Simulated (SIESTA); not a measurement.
Bi2Te:

```
Bi Te
1.0
    -4.00791    4.00791    3.17432
     4.00791   -4.00791    3.17432
     4.00791    4.00791   -3.17432
Bi Te
4 2
Direct
  0.45247 0.62500 0.32747
  0.29753 0.12500 0.67253
  0.87500 0.54753 0.17253
  0.37500 0.70247 0.82747
  0.75000 0.25000 0.50000
  0.00000 0.00000 0.00000
```

The cell comes from a database or a generator and needn't be the stable form of this composition.

* Program: SIESTA 5.4.2
* Task: single point
* Functional: PBEsol
* Potentials or basis: PseudoDojo 0.4 standard (PBEsol files)
* Basis: DZP (energy shift 0.003 Ry; two zetas on semicore shells)
* Grid cutoff: 500 Ry
* Energy shift: 0.003 Ry
* k mesh: 6 × 6 × 6
* Occupations: fermi-dirac, width 0.05 eV
* Spin: no spin polarisation

On this cell: pressure -1.9 GPa; largest force 0.097 eV/Å; band gap on the k mesh none (metal or under the smearing width).

The same run follows on a disturbed copy (atoms moved at random, drawn with an rms of 0.05 Å):

```xyz
6
Lattice="-4.0079 4.0079 3.1743 4.0079 -4.0079 3.1743 4.0079 4.0079 -3.1743" Properties=species:S:1:pos:R:3 pbc="T T T"
Bi    2.0239    0.6316    2.4076
Bi    2.0363    3.3940   -0.7793
Bi   -0.6412    2.0362    3.9622
Bi    4.6334    1.9385    0.8103
Te    0.0000    4.0270    1.5659
Te    0.0017   -0.0179    0.0014
```

Q: What does the disturbed cell give?

A: The energy (extrapolated to zero smearing) moves by +2.6 meV/atom; pressure -1.9 GPa; largest force 0.194 eV/Å; band gap on the k mesh none (metal or under the smearing width).

Forces in eV/Å, atoms in the order of the input:
```
Bi  -0.125 -0.094 -0.114
Bi  -0.021  0.053 -0.052
Bi   0.157 -0.082  0.057
Bi  -0.099  0.137  0.030
Te   0.033 -0.096  0.126
Te   0.055  0.082 -0.047
```

Stress tensor (GPa, compression positive):
```
-1.70 -0.08  0.07
-0.08 -1.82  0.08
 0.07  0.08 -2.09
```

Caveats: spin-orbit coupling is left out, which moves the levels of the heavy elements; the basis of atomic orbitals isn't converged, which shifts pressures, moduli and gaps.
